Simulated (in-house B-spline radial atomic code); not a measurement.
# Yb⁶³⁺: ionisation energy by several methods

Aim: the ionisation energy of Yb⁶³⁺ by several methods, each as the difference of two self-consistent energies (Yb⁶³⁺ and the next ion, [He] 2s2 2p2).

Method: scalar-relativistic (X2C), several functionals, spin-polarised; spherical all-electron atom at the radial basis limit. Code: in-house B-spline radial atomic code version 1.

## Step 1: What is computed

| Quantity | Value |
| --- | --- |
| element | ytterbium (Z = 70) |
| charge | +63 |
| electrons | 7 |
| configuration | [He] 2s2 2p3 |
| nucleus | Fermi, rms radius 5.311 fm |

Outer shells as boxes (Hund's rule):

[He] 2s2 2p3
```
[He] core
2s [↑↓]
2p [↑ ][↑ ][↑ ]
```

Where spins are not typed, each open shell is filled with up spins first.

## Step 2: LDA (PW92)

Input settings:

```ini
Z = 70
electrons = 7.0
configuration = [He] 2s2 2p3
hamiltonian = x2c
method = lda,pw
spin_polarised = True
nucleus = fermi
rms_radius = 5.3108
mass_number = 174
atomic_mass = 173.938867545
speed_of_light = 137.035999084
```

## Step 3: SCAN, a meta-GGA

The settings differ from step 2 so:

```diff
@@ -4,3 +4,3 @@
 hamiltonian = x2c
-method = lda,pw
+method = scan,scan
 spin_polarised = True
```

Q: The tabulated ionisation energy is 14752 ± 19 eV (tabulated theoretical; NIST Atomic Spectra Database). What does each method give, and which comes nearest?

As calculated:

| method | rung | total energy (hartree) | ΔSCF (eV) | −ε highest (eV) | ΔSCF less tabulated (eV) |
| --- | --- | --- | --- | --- | --- |
| LDA (PW92) | LDA | -8181.8244 | 15152.3 | 14991.9 (2p up) | +400.3 |
| SCAN | meta-GGA | -8190.9000 | 15176.4 | 15019.7 (2p up) | +424.4 |

Tables give 14752 ± 19 eV (tabulated theoretical; NIST Atomic Spectra Database) for the ionisation energy. LDA (PW92) misses by +400.3 eV, the least, and SCAN by +424.4 eV (2.9 %), the most. All methods miss on the same side by much the same amount, which points to something that they share. Relativistic terms that these runs lack can be as large as the gaps between close methods, so the nearest may be so by luck. Spin-orbit coupling is left out. Open shells are averaged (over orientations, and over spins where the run is restricted), while tables refer to the lowest levels.

Members of this set that are not shown: 1 did not converge; 4 used exact exchange with fractional occupations of an open shell, which is unsound here.
